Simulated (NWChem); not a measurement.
# Plane-wave run on NaI (rocksalt type)

```yaml
crystal:
  lattice:
    - [0.00000, 3.17589, 3.17589]
    - [3.17589, 0.00000, 3.17589]
    - [3.17589, 3.17589, 0.00000]
  atoms:
    - { symbol: I, position: [0.00000, 0.00000, 0.00000] }
    - { symbol: Na, position: [0.50000, 0.50000, 0.50000] }
```

All runs are NWChem calculations. Origin of the cell: lattice set by a structure generator, not relaxed at this level; this structure type may not be the compound's usual one.

Norm-conserving pseudopotentials with valence charges I 7, Na 1, fixed occupations, no spin-orbit coupling, density cut at twice the wavefunction cutoff.

The filled d shells of I are in the core.

Task: At a cutoff of 30 Ha and the same cell, LDA (Vosko), Troullier-Martins gives a direct gap along this path of 3.46 eV at Γ. What does revPBE, Troullier-Martins give?

Result: It gives a direct gap along this path of 4.04 eV at Γ.
